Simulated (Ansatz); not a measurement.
## the Sc-Cu system: a small convex hull, step by step

Program: Ansatz 0.2.0 through its Python package.

The script reads `sccu_sccu_pm_3m.cif`:
```cif
data_ScCu
_cell_length_a 3.256000
_cell_length_b 3.256000
_cell_length_c 3.256000
_cell_angle_alpha 90.00000
_cell_angle_beta 90.00000
_cell_angle_gamma 90.00000
_symmetry_space_group_name_H-M 'P 1'
_symmetry_Int_Tables_number 1
loop_
_symmetry_equiv_pos_as_xyz
'x, y, z'
loop_
_atom_site_label
_atom_site_type_symbol
_atom_site_fract_x
_atom_site_fract_y
_atom_site_fract_z
Sc1 Sc    0.500000    0.500000    0.500000
Cu2 Cu    0.000000    0.000000    0.000000
```

Contents of `sccu_sccu3_fm_3m.extxyz`:
```text
4
Lattice="0.0 3.03347235 3.03347235 3.03347235 0.0 3.03347235 3.03347235 3.03347235 0.0" Properties=species:S:1:pos:R:3 pbc="T T T"
Sc    0.00000000    0.00000000    0.00000000
Cu    3.03347235    3.03347235    3.03347235
Cu    1.51673617    1.51673617    1.51673617
Cu    4.55020852    4.55020852    4.55020852
```

`sccu_sc.xyz`
```text
2
Lattice="3.309 0.0 0.0 -1.6545 2.86567806 0.0 0.0 0.0 5.2733" Properties=species:S:1:pos:R:3 pbc="T T T"
Sc   -0.00000000    1.91045204    1.31832500
Sc    1.65450000    0.95522602    3.95497500
```

`sccu_cu.cif`
```cif
data_Cu
_cell_length_a 2.556191
_cell_length_b 2.556191
_cell_length_c 2.556191
_cell_angle_alpha 60.00000
_cell_angle_beta 60.00000
_cell_angle_gamma 60.00000
_symmetry_space_group_name_H-M 'P 1'
_symmetry_Int_Tables_number 1
loop_
_symmetry_equiv_pos_as_xyz
'x, y, z'
loop_
_atom_site_label
_atom_site_type_symbol
_atom_site_fract_x
_atom_site_fract_y
_atom_site_fract_z
Cu1 Cu    0.000000    0.000000    0.000000
```

Notebook, run cell by cell (the value of a cell's last expression is shown):

```python
from collections import Counter
import warnings

import ansatz as az
from ase.io import read
import pandas as pd
from pymatgen.analysis.phase_diagram import PDEntry, PhaseDiagram
from pymatgen.core import Composition
```

```python
def run_phase(name, crystal):
    calc = (
        crystal.calculation()
        .functional("pbesol")
        .scf(tolerance=1e-06, self_checks="low")
        .basis(380, xc_grid=2)
        .accuracy("medium")
        .kpoints(spacing=0.26)
        .occupations("gaussian", width=0.1)
    )
    calc = calc.relax(force_tolerance=0.03, max_steps=40, fix_cell=["shape"])
    return calc.run(threads=1)
```

```python
def counts(outcome):
    return Counter(site.symbol for site in outcome.lattice.sites)
```

```python
warnings.simplefilter("ignore")
```

```python
phases = {}
atoms = read("sccu_sccu_pm_3m.cif")
sccu_pm_3m = az.Crystal.from_ase(atoms)
phases["ScCu Pm-3m"] = sccu_pm_3m
sccu3_fm_3m = az.Crystal.from_extxyz("sccu_sccu3_fm_3m.extxyz")
phases["ScCu3 Fm-3m"] = sccu3_fm_3m
sc = az.Crystal.from_extxyz("sccu_sc.xyz")
phases["Sc"] = sc
atoms = read("sccu_cu.cif")
cu = az.Crystal.from_ase(atoms)
phases["Cu"] = cu

done = {name: run_phase(name, crystal) for name, crystal in phases.items()}
```

```python
entries = [PDEntry(Composition(dict(counts(o))), o.report["energy_sigma0_ev"], name=name) for name, o in done.items()]
diagram = PhaseDiagram(entries)
rows = [(e.name, e.composition.get_atomic_fraction("Cu"), diagram.get_form_energy_per_atom(e), diagram.get_e_above_hull(e)) for e in entries]
rows.sort(key=lambda row: row[1])
print(pd.DataFrame(rows, columns=["phase", "x(Cu)", "E_form (eV/atom)", "above hull (eV/atom)"]).round(4).to_string(index=False))
print("on the hull of these phases:", ", ".join(row[0] for row in rows if row[3] < 1e-6))
```

          phase  x(Cu)  E_form (eV/atom)  above hull (eV/atom)
             Sc   0.00            0.0000                   0.0
     ScCu Pm-3m   0.50           -0.2761                   0.0
    ScCu3 Fm-3m   0.75           -0.1527                   0.0
             Cu   1.00            0.0000                   0.0
    on the hull of these phases: Sc, ScCu Pm-3m, ScCu3 Fm-3m, Cu

Notes:
- These settings explore the input space; cutoff and mesh may be short of convergence.
- The cutoff lies under the one recommended for these potentials.
- The program warned that this SCF threshold is loose for forces or stresses.
- Atoms and volume are relaxed with the cell's shape held, which in cells of lower than cubic symmetry can hide stresses and shift volumes.
- The cells come from databases of deposited and of computed structures, and not all need be stable phases.
- Differences under about 40 meV an atom lie within the error of mesh and functional, so such verdicts may flip; only the cells listed enter the hull.
- The script silences warnings, which a real study should read.
- Timing: 25 s on 1 thread of Arm Neoverse V2 (shared host), peak memory 0.56 GiB.
